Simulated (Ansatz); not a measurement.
# ClHInO radical: basis-set convergence

One table from this session's results is given with a row withheld; the runs are named, their logs left out.

Method: one geometry, several basis sets; program: Ansatz 0.2.0, Gaussian basis.

Levels to be run: PBE0-D4/def2-SVP; ωB97M-V/def2-SVP; PBE0-D4/def2-QZVPP; ωB97M-V/def2-QZVPP; the functionals' def2-TZVPP values are taken from earlier runs.

## The geometry

All runs share one geometry, relaxed beforehand with PBE0-D4 in a triple-zeta def2 set. In takes the def2 core potential; no spin-orbit term is included.

SMILES `[O][InH][Cl]`, 4 atoms, charge 0, spin multiplicity 2.

Atoms are counted from 1 here; the program's logs count them from 0.

Bond lengths: O1–In2 1.994 Å, In2–Cl3 2.316 Å, In2–H4 1.691 Å. Angles: O1–In2–Cl3 109.0°, O1–In2–H4 126.7°, Cl3–In2–H4 124.3°.

The first run:

File in.yaml:

```yaml
crystal:
  periodic: [false, false, false]
  atoms:
    - {symbol: O, position_ang: [-1.818163, -0.633756, 0.227315]}
    - {symbol: In, position_ang: [-0.022682, 0.152846, -0.136289]}
    - {symbol: Cl, position_ang: [1.582554, -1.075807, 0.994217]}
    - {symbol: H, position_ang: [0.313890, 1.496417, -1.105644]}
basis:
  gaussian: {orbitals: def2-SVP}
magnetization: {spin_polarized: true, initial_magnetization: 1}
hamiltonian: {xc: pbe0, dispersion: d4}
output: {orbitals: {seedname: orbitals}}
```

On the command line:

```console
$ ansatz run in.yaml --threads 2 --pin off --events-out ev --progress --plain --max-ram 22528MiB --backend cpu
```

Among the steps run: PBE0-D4 in def2-SVP; ωB97M-V in def2-SVP; PBE0-D4 in def2-QZVPP; ωB97M-V in def2-QZVPP.

One table of the session follows, with a row left open; its other results are not shown here.

It belongs to the step «Functionals by basis». 

| functional | basis | HOMO (eV) | LUMO (eV) |
| --- | --- | --- | --- |
| PBE0-D4 | def2-SVP | -8.40 | -3.72 |
| PBE0-D4 | def2-TZVPP | -8.65 | -3.92 |
| PBE0-D4 | def2-QZVPP | -8.70 | -3.97 |
| ωB97M-V | def2-SVP | -10.76 | -1.41 |
| ωB97M-V | def2-TZVPP | ? | ? |
| ωB97M-V | def2-QZVPP | -11.05 | -1.79 |

**Question.** Estimate the row for ωB97M-V, def2-TZVPP.

As computed: HOMO (eV): -11.00; LUMO (eV): -1.72. In the column «HOMO (eV)» it lies between ωB97M-V, def2-QZVPP (-11.05) and ωB97M-V, def2-SVP (-10.76).
